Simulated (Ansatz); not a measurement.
# Be: the cost of one run

All numbers below are computed with Ansatz 0.2.0 (DFT PBEsol, plane waves, PAW, scalar-relativistic, no spin polarisation).

### 1 The starting structure

The cell holds 36 atoms (Be36): a = 6.870 Å, b = 6.870 Å, c = 7.177 Å, α = 90.00°, β = 90.00°, γ = 120.00°.

Its coordinates follow in the input file.

### 2 Run 1

60 steps of 1.5 fs under a Langevin thermostat at 2000 K.

input.yaml

```yaml
accuracy: low
crystal:
  lattice:
    - [6.87, 0.0, 0.0]
    - [-3.435, 5.949595, 0.0]
    - [0.0, 0.0, 7.17686]
  atoms:
    - { symbol: Be, position: [0.0, 0.0, 0.0] }
    - { symbol: Be, position: [0.1111111, 0.2222222, 0.25] }
    - { symbol: Be, position: [0.0, 0.0, 0.5] }
    - { symbol: Be, position: [0.1111111, 0.2222222, 0.75] }
    - { symbol: Be, position: [0.0, 0.3333333, 0.0] }
    - { symbol: Be, position: [0.1111111, 0.5555556, 0.25] }
    - { symbol: Be, position: [0.0, 0.3333333, 0.5] }
    - { symbol: Be, position: [0.1111111, 0.5555556, 0.75] }
    - { symbol: Be, position: [0.0, 0.6666667, 0.0] }
    - { symbol: Be, position: [0.1111111, 0.8888889, 0.25] }
    - { symbol: Be, position: [0.0, 0.6666667, 0.5] }
    - { symbol: Be, position: [0.1111111, 0.8888889, 0.75] }
    - { symbol: Be, position: [0.3333333, 0.0, 0.0] }
    - { symbol: Be, position: [0.4444444, 0.2222222, 0.25] }
    - { symbol: Be, position: [0.3333333, 0.0, 0.5] }
    - { symbol: Be, position: [0.4444444, 0.2222222, 0.75] }
    - { symbol: Be, position: [0.3333333, 0.3333333, 0.0] }
    - { symbol: Be, position: [0.4444444, 0.5555556, 0.25] }
    - { symbol: Be, position: [0.3333333, 0.3333333, 0.5] }
    - { symbol: Be, position: [0.4444444, 0.5555556, 0.75] }
    - { symbol: Be, position: [0.3333333, 0.6666667, 0.0] }
    - { symbol: Be, position: [0.4444444, 0.8888889, 0.25] }
    - { symbol: Be, position: [0.3333333, 0.6666667, 0.5] }
    - { symbol: Be, position: [0.4444444, 0.8888889, 0.75] }
    - { symbol: Be, position: [0.6666667, 0.0, 0.0] }
    - { symbol: Be, position: [0.7777778, 0.2222222, 0.25] }
    - { symbol: Be, position: [0.6666667, 0.0, 0.5] }
    - { symbol: Be, position: [0.7777778, 0.2222222, 0.75] }
    - { symbol: Be, position: [0.6666667, 0.3333333, 0.0] }
    - { symbol: Be, position: [0.7777778, 0.5555556, 0.25] }
    - { symbol: Be, position: [0.6666667, 0.3333333, 0.5] }
    - { symbol: Be, position: [0.7777778, 0.5555556, 0.75] }
    - { symbol: Be, position: [0.6666667, 0.6666667, 0.0] }
    - { symbol: Be, position: [0.7777778, 0.8888889, 0.25] }
    - { symbol: Be, position: [0.6666667, 0.6666667, 0.5] }
    - { symbol: Be, position: [0.7777778, 0.8888889, 0.75] }
basis:
  ecutwfc: 420.0
kpoints:
  mp_grid: { grid: [2, 2, 2] }
hamiltonian:
  xc: pbesol
scf:
  occupations: { method: fermi_dirac, width: 0.17 }
  lower_state_search: "off"
md:
  timestep: 1.5
  n_steps: 60
  ensemble: nvt_langevin
  temperature: 2000.0
  initial_velocities: maxwell_boltzmann
  seed: 793315
  friction: 0.02
```

On the command line:

```
$ ansatz run input.yaml --threads 1 --pin off --max-ram 3072MiB --backend cpu --events-out ev --progress --plain --runs-dir out
```

**Question.** How long does this run take on 1 thread of Arm Neoverse V2, shared host, and how much memory does it need?

About 6.6 min, with a peak of 0.63 GiB.
